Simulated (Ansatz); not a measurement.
# C4H11P (tert-butylphosphine) at B2PLYP/6-31G(d) (spherical functions)

What is the electronic atomisation energy of C4H11P (tert-butylphosphine) at B2PLYP/6-31G* (spherical functions)? 

The results are computed with Ansatz 0.2.0.

54 further runs of the same task are left out: 54 set aside as unsound or not needed.

## 1. The molecule

The species is C4H11P (16 atoms), meant as a singlet with charge 0. SMILES: `CC(C)(C)P`. Geometry: relaxed at PBE0-D4/def2-TZVP. This is one conformer, not always the lowest.

Bond lengths: C1–C2 1.523 Å, C2–C3 1.527 Å, C2–C4 1.527 Å, C2–P5 1.872 Å, C1–H6 1.092 Å, C1–H7 1.096 Å, C1–H8 1.092 Å, C3–H9 1.093 Å, C3–H10 1.093 Å, C3–H11 1.095 Å, C4–H12 1.093 Å, C4–H13 1.093 Å, C4–H14 1.095 Å, P5–H15 1.422 Å, P5–H16 1.422 Å. Some angles: C1–C2–C3 110.1°, C1–C2–C4 110.0°, C1–C2–P5 112.6°, C3–C2–C4 109.8°, C3–C2–P5 107.1°, C4–C2–P5 107.1°, C2–C1–H6 111.4°, C2–C1–H7 110.3°, C2–C1–H8 111.4°, C2–C3–H9 111.6°.

## 2. The energy at B2PLYP/6-31G(d) (spherical functions)

The input, input.yaml:

```yaml
crystal:
  periodic: [false, false, false]
  atoms:
    - {symbol: C, position_ang: [-0.741780, 0.582300, -1.051100]}
    - {symbol: C, position_ang: [0.035910, -0.030370, 0.105610]}
    - {symbol: C, position_ang: [1.479480, 0.466250, 0.087120]}
    - {symbol: C, position_ang: [0.012170, -1.553500, 0.003740]}
    - {symbol: P, position_ang: [-0.680560, 0.421300, 1.774860]}
    - {symbol: H, position_ang: [-0.742250, 1.673450, -0.997130]}
    - {symbol: H, position_ang: [-0.290390, 0.293200, -2.007510]}
    - {symbol: H, position_ang: [-1.780850, 0.244920, -1.055490]}
    - {symbol: H, position_ang: [2.060940, 0.041070, 0.909040]}
    - {symbol: H, position_ang: [1.529020, 1.555730, 0.165270]}
    - {symbol: H, position_ang: [1.962690, 0.177600, -0.852030]}
    - {symbol: H, position_ang: [-1.010560, -1.939840, 0.019660]}
    - {symbol: H, position_ang: [0.562950, -2.019500, 0.824670]}
    - {symbol: H, position_ang: [0.474130, -1.873090, -0.936090]}
    - {symbol: H, position_ang: [-0.829160, 1.815640, 1.538880]}
    - {symbol: H, position_ang: [-2.041750, 0.144830, 1.470480]}
basis:
  gaussian:
    orbitals: 6-31G_st_-spherical.json
hamiltonian:
  xc: {name: B2PLYP}
correlation:
  frozen_orbitals: {C: 1, H: 0, P: 5}
accuracy: high
output:
  orbitals: {seedname: orbitals}
```

The basis set 6-31G* is read from a file made from the Basis Set Exchange's data (not shown).

Run with:

```console
$ ansatz run input.yaml --threads 1 --pin off --max-ram 3480MiB --events-out events.jsonl --progress --plain --runs-dir runs
```

Standard output:

```text
Warning: RAYON_NUM_THREADS=1 ignored (pool sized by the plan → 1); use --threads N
Functional definition: B2PLYP
  name "B2PLYP"
  parameter a = 0.53
  parameter c = 0.27
  exchange = (1 - a)*b88_x + a*exact_x
  correlation = (1 - c)*lyp_c + c*(mp2_os + mp2_ss)
2474 factors; integrals over basis functions are off by at most 4.0e-9 eV
mean field evaluation 1: about -13596.0414 eV, gradient 4.0e1 eV
mean field evaluation 2: about -13596.1099 eV, gradient 4.0e1 eV
mean field evaluation 4: about -13600.1814 eV, gradient 3.8e0 eV
mean field evaluation 8: about -13600.2185 eV, gradient 1.6e-1 eV
mean field evaluation 16: about -13600.2186 eV, gradient 3.0e-5 eV
mean field -13600.21858393 eV, -499.7988144001 hartree, gradient 9.4e-8 eV, S^2 0.000000; 0 other end points of the search recorded, 0 dependent functions left out
9 core orbitals not correlated: weight in the atoms' cores, before any rotation towards them, 1.000 or more for the frozen orbitals, at most 0.000 for the correlated occupied ones
reference -13600.21860949 eV, -499.7988153395 hartree; 16, 16 occupied and 71, 71 virtual orbitals, 2474 factors
second order -21.09397580 eV of doubles, -0.00000000 eV of singles
Total energy: -13605.91398295 eV, -500.0081164538 hartree
```

Run time: 19 s. Hardware: 1 thread of Arm Neoverse V1, shared host; peak memory 0.4 GiB.

## 3. The C atom

The input, job.yaml:

```yaml
crystal:
  periodic: [false, false, false]
  atoms:
    - symbol: C
      position_ang: [0.000000, 0.000000, 0.000000]
basis:
  gaussian:
    orbitals: 6-31G_st_-spherical.json
magnetization:
  spin_polarized: true
  initial_magnetization: 2
hamiltonian:
  xc: {name: B2PLYP}
correlation:
  frozen_orbitals: {C: 1}
accuracy: high
```

The basis set 6-31G* is read from a file made from the Basis Set Exchange's data (not shown).

Run the same way, it converges to -37.80871 Eh (log not shown).

## 4. The H atom at the same level

The input, in.yaml:

```yaml
basis:
  gaussian:
    orbitals: "6-31G*"
crystal:
  periodic: [false, false, false]
  atoms:
    - symbol: H
      position_ang: [0.000000, 0.000000, 0.000000]
magnetization:
  spin_polarized: true
  initial_magnetization: 1
hamiltonian:
  xc: {name: B2PLYP}
correlation:
  frozen_orbitals: {H: 0}
accuracy: high
```

Run the same way, it converges to -0.49692 Eh (log not shown).

## 5. The P atom at the same level

The input, job.yaml:

```yaml
crystal:
  periodic: [false, false, false]
  atoms:
    - symbol: P
      position_ang: [0.000000, 0.000000, 0.000000]
basis:
  gaussian: {orbitals: 6-31G_st_-spherical.json}
hamiltonian: {xc: {name: B2PLYP}}
magnetization: {spin_polarized: true, initial_magnetization: 3}
correlation: {frozen_orbitals: {P: 5}}
accuracy: high
```

The basis set 6-31G* is read from a file made from the Basis Set Exchange's data (not shown).

Run with:

```console
$ ansatz run job.yaml --threads 1 --pin off --max-ram 3480MiB --events-out events.jsonl --progress --plain --runs-dir runs
```

Standard output:

```text
Warning: RAYON_NUM_THREADS=1 ignored (pool sized by the plan → 1); use --threads N
Functional definition: B2PLYP
  name "B2PLYP"
  parameter a = 0.53
  parameter c = 0.27
  exchange = (1 - a)*b88_x + a*exact_x
  correlation = (1 - c)*lyp_c + c*(mp2_os + mp2_ss)
140 factors; integrals over basis functions are off by at most 2.6e-9 eV
mean field evaluation 1: about -9281.5765 eV, gradient 2.0e0 eV
mean field evaluation 2: about -9281.5830 eV, gradient 1.9e0 eV
mean field evaluation 4: about -9281.6143 eV, gradient 9.0e-2 eV
mean field evaluation 8: about -9281.6146 eV, gradient 1.5e-3 eV
mean field -9281.61458754 eV, -341.0930447877 hartree, gradient 3.6e-8 eV, S^2 3.750262; 0 other end points of the search recorded, 0 dependent functions left out
5 core orbitals not correlated: weight in the atoms' cores, before any rotation towards them, 1.000 or more for the frozen orbitals, at most 0.000 for the correlated occupied ones
reference -9281.61460207 eV, -341.0930453217 hartree; 4, 1 occupied and 9, 12 virtual orbitals, 140 factors
second order -1.87549719 eV of doubles, -0.00000000 eV of singles
Total energy: -9282.12098631 eV, -341.1116545993 hartree
```

Run time: 0.58 s. Hardware: 1 thread of Arm Neoverse V1, shared host.

## 6. Outcome

Level: B2PLYP/6-31G* (spherical functions), 9 core orbitals frozen.

```
                                     quantity          value
                       molecule: total energy  -500.00812 Eh
  molecule: HOMO energy (SCF part's orbitals)       -7.89 eV
  molecule: LUMO energy (SCF part's orbitals)        2.38 eV
molecule: HOMO–LUMO gap (SCF part's orbitals)       10.27 eV
                         C atom: total energy   -37.80871 Eh
                                 C atom: ⟨S²⟩          2.003
                         H atom: total energy    -0.49692 Eh
                                 H atom: ⟨S²⟩          0.750
                         P atom: total energy  -341.11165 Eh
                                 P atom: ⟨S²⟩          3.750
                electronic atomisation energy      59.743 eV
```

What this shows: Taking the molecule apart into free atoms costs 59.74 eV (5764 kJ/mol), before zero-point energy and without spin-orbit coupling.
